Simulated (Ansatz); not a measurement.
# KTaO3: properties at the relaxed cell

Aim: for KTaO3, measure the bulk modulus from energies at several volumes.

Method: DFT r2SCAN, scalar-relativistic, plane waves, PAW, in Ansatz 0.2.0.

1 further run of the same task is left out (set aside as unsound or not needed).

**1. Starting point**

Symmetry: Pm-3m, No. 221, cubic system. The conventional cell has a = 3.990 Å, b = 3.990 Å, c = 3.990 Å, α = 90.00°, β = 90.00°, γ = 90.00°. Around K (site symmetry m-3m) lie 12 O at 2.82 Å. Ta (site symmetry m-3m) is surrounded by 6 O at 2.00 Å. O (site symmetry 4/mmm) has 2 Ta at 2.00 Å and 4 K at 2.82 Å as nearest neighbours.

As a file:

```xyz
5
Lattice="3.9902 0.0000 0.0000 0.0000 3.9902 0.0000 0.0000 0.0000 3.9902" Properties=species:S:1:pos:R:3 pbc="T T T"
K     1.9951    1.9951    1.9951
Ta    0.0000    0.0000    0.0000
O     1.9951    0.0000    0.0000
O     0.0000    1.9951    0.0000
O     0.0000    0.0000    1.9951
```

This cell was relaxed beforehand with the same method: volume 12.71 Å³/atom, gap on the mesh 2.63 eV.

**2. Point at V/V0 = 0.97**

The input, input.yaml:

```yaml
crystal:
  lattice:
    - [3.9498761238, 0.0, 0.0]
    - [0.0, 3.9498761238, 0.0]
    - [0.0, 0.0, 3.9498761238]
  atoms:
    - { symbol: K, position: [0.5, 0.5, 0.5] }
    - { symbol: Ta, position: [0.0, 0.0, 0.0] }
    - { symbol: O, position: [0.5, 0.0, 0.0] }
    - { symbol: O, position: [0.0, 0.5, 0.0] }
    - { symbol: O, position: [0.0, 0.0, 0.5] }
basis:
  ecutwfc: 500
kpoints:
  mp_grid: { grid: [6, 6, 6] }
hamiltonian:
  xc: r2scan
scf:
  occupations: { method: gaussian, width: 0.02 }
output:
  forces: true
  stress: true
  eigenvalues: true
```

On the command line:

```
$ ansatz run input.yaml --threads 2 --pin off --max-ram 5120MiB --backend cpu --events-out ev --progress --plain --runs-dir out
```

**3. Point at V/V0 = 1.03**

Changes to input.yaml since step 2:

```diff
@@ -2,5 +2,5 @@
   lattice:
-    - [3.9498761238, 0.0, 0.0]
-    - [0.0, 3.9498761238, 0.0]
-    - [0.0, 0.0, 3.9498761238]
+    - [4.0296931055, 0.0, 0.0]
+    - [0.0, 4.0296931055, 0.0]
+    - [0.0, 0.0, 4.0296931055]
   atoms:
```

**4. Point at V/V0 = 0.94**

Changes to input.yaml since step 3:

```diff
@@ -2,5 +2,5 @@
   lattice:
-    - [4.0296931055, 0.0, 0.0]
-    - [0.0, 4.0296931055, 0.0]
-    - [0.0, 0.0, 4.0296931055]
+    - [3.9087285885, 0.0, 0.0]
+    - [0.0, 3.9087285885, 0.0]
+    - [0.0, 0.0, 3.9087285885]
   atoms:
```

**5. Volume × 1.06**

Changes to input.yaml since step 4:

```diff
@@ -2,5 +2,5 @@
   lattice:
-    - [3.9087285885, 0.0, 0.0]
-    - [0.0, 3.9087285885, 0.0]
-    - [0.0, 0.0, 3.9087285885]
+    - [4.0684425317, 0.0, 0.0]
+    - [0.0, 4.0684425317, 0.0]
+    - [0.0, 0.0, 4.0684425317]
   atoms:
```

**6. The cell scaled to 0.91 of its volume**

Changes to input.yaml since step 5:

```diff
@@ -2,5 +2,5 @@
   lattice:
-    - [4.0684425317, 0.0, 0.0]
-    - [0.0, 4.0684425317, 0.0]
-    - [0.0, 0.0, 4.0684425317]
+    - [3.8666959912, 0.0, 0.0]
+    - [0.0, 3.8666959912, 0.0]
+    - [0.0, 0.0, 3.8666959912]
   atoms:
```

**7. The cell scaled to 1.10 of its volume**

Changes to input.yaml since step 6:

```diff
@@ -2,5 +2,5 @@
   lattice:
-    - [3.8666959912, 0.0, 0.0]
-    - [0.0, 3.8666959912, 0.0]
-    - [0.0, 0.0, 3.8666959912]
+    - [4.1189873588, 0.0, 0.0]
+    - [0.0, 4.1189873588, 0.0]
+    - [0.0, 0.0, 4.1189873588]
   atoms:
@@ -23 +23,5 @@
   eigenvalues: true
+  write_density: true
+  write_potential: true
+  elf: true
+  volumetric_format: npy
```

**8. Point at V/V0 = 0.88**

Changes to input.yaml since step 7:

```diff
@@ -2,5 +2,5 @@
   lattice:
-    - [4.1189873588, 0.0, 0.0]
-    - [0.0, 4.1189873588, 0.0]
-    - [0.0, 0.0, 4.1189873588]
+    - [3.823729146, 0.0, 0.0]
+    - [0.0, 3.823729146, 0.0]
+    - [0.0, 0.0, 3.823729146]
   atoms:
@@ -23,5 +23 @@
   eigenvalues: true
-  write_density: true
-  write_potential: true
-  elf: true
-  volumetric_format: npy
```

(Steps that only read results are left out.)

Q: Predict the outcome of this session. Wanted: equilibrium volume of the fit; bulk modulus.

As calculated:

| quantity | value |
| --- | --- |
| equilibrium volume of the fit | 12.71 Å³/atom |
| bulk modulus | 209 GPa |
| its pressure derivative | 4.4 |

What this shows: The fit puts the minimum at 12.71 Å³/atom with B = 209 GPa and B' = 4.4. The gap on the mesh goes from 2.94 eV at the smallest volume to 2.37 eV at the largest. Spin-orbit coupling is left out, which matters for the bands of Ta.
